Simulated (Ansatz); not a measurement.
# H4BrN: the cost of one run

Computed with Ansatz 0.2.0, driven from Python. Level of theory: DFT PBEsol, plane waves, PAW.

### 1 The system

The structure is cubic, space group P-43m (No. 215). The conventional cell has a = 4.000 Å, b = 4.000 Å, c = 4.000 Å, α = 90.00°, β = 90.00°, γ = 90.00°. H (site symmetry 3m) is surrounded by 1 N at 1.03 Å. Br (site symmetry -43m) is surrounded by 4 H at 2.44 Å. Around N (site symmetry -43m) lie 4 H at 1.03 Å.

No structure file is read: the coordinates are typed or built in the script.

### 2 The script

Contents of h4brn.py:

```python
# -*- coding: utf-8 -*-
'''A biaxial strain scan of H4BrN.'''

from dataclasses import dataclass
import warnings

import ansatz as az
import matplotlib.pyplot as plt
import numpy as np


@dataclass(frozen=True)
class RunConfig:
    smearing: str = 'gaussian'
    smearing_width: float = 0.02
    cutoff: int = 520
    kmesh: tuple[int, ...] = (5, 5, 5)


opts = RunConfig()

vectors0 = np.array([
    [4.0, 0.0, 0.0],
    [0.0, 4.0, 0.0],
    [0.0, 0.0, 4.0],
])
sites = [
    ('H', (0.148, 0.148, 0.148)),
    ('H', (0.148, 0.852, 0.852)),
    ('H', (0.852, 0.852, 0.148)),
    ('H', (0.852, 0.148, 0.852)),
    ('Br', (0.5, 0.5, 0.5)),
    ('N', (0.0, 0.0, 0.0)),
]


def make_crystal(cell):
    crystal = az.Crystal(lattice=az.Lattice.of(cell))
    for symbol, position in sites:
        crystal = crystal.atom(symbol, position)
    return crystal

warnings.simplefilter('ignore', az.DeckWarning)

# clamped ions: the fractional positions stay as typed
values = np.linspace(-0.02, 0.02, 7)
energies = []
for d in values:
    strain = np.diag([d, d, 0])
    cell = vectors0 @ (np.eye(3) + strain)
    setup = (
        make_crystal(cell).calculation()
        .functional(az.Functional.PBESOL)
        .occupations(opts.smearing, width=opts.smearing_width)  # smearing steadies the SCF of a metal
        .basis(opts.cutoff)
        .kpoints(*opts.kmesh)
        .stress()  # positive in compression
    )
    summary = setup.run().report
    energies.append(summary['free_energy_ev'] / len(sites))
    s = summary['stress_gpa']
    print(f'd = {d:+.4f}  stress xx yy zz xy (GPa, compression positive): {s[0][0]:8.3f} {s[1][1]:8.3f} {s[2][2]:8.3f} {s[0][1]:8.3f}')
energies = np.array(energies)

for value, e in zip(values, energies):
    print(f'strain {value:7.3f}   E - Emin = {1000 * (e - energies.min()):9.3f} meV/atom')
plt.figure(figsize=(4.5, 3))
plt.plot(values, 1000 * (energies - energies.min()), 'o-')
plt.xlabel('strain')
plt.ylabel('meV/atom')
plt.tight_layout()
plt.savefig('strain.png', dpi=100)
curvature = 2 * np.polyfit(values, energies, 3)[1]
volume = abs(np.linalg.det(vectors0)) / len(sites)
print(f'd2E/dd2 over the volume: {curvature / volume * 160.21766:.1f} GPa')
```

### 3 The input behind the calls

The package turns the script's settings into the engine's input (first run):

```yaml
crystal:
  lattice:
    - [3.92, 0.0, 0.0]
    - [0.0, 3.92, 0.0]
    - [0.0, 0.0, 4.0]
  atoms:
    - { symbol: H, position: [0.148, 0.148, 0.148] }
    - { symbol: H, position: [0.148, 0.852, 0.852] }
    - { symbol: H, position: [0.852, 0.852, 0.148] }
    - { symbol: H, position: [0.852, 0.148, 0.852] }
    - { symbol: Br, position: [0.5, 0.5, 0.5] }
    - { symbol: "N", position: [0.0, 0.0, 0.0] }
basis:
  ecutwfc: 520.0
kpoints:
  mp_grid:
    grid: [5, 5, 5]
hamiltonian:
  xc: pbesol
scf:
  occupations:
    method: gaussian
    width: 0.02
output:
  stress: true
```

### 4 Running it

Started as:

```sh
python h4brn.py
```

What time and memory should one allow on 1 thread of Arm Neoverse V1, shared host?

About 15 s, with a peak of 0.41 GiB.
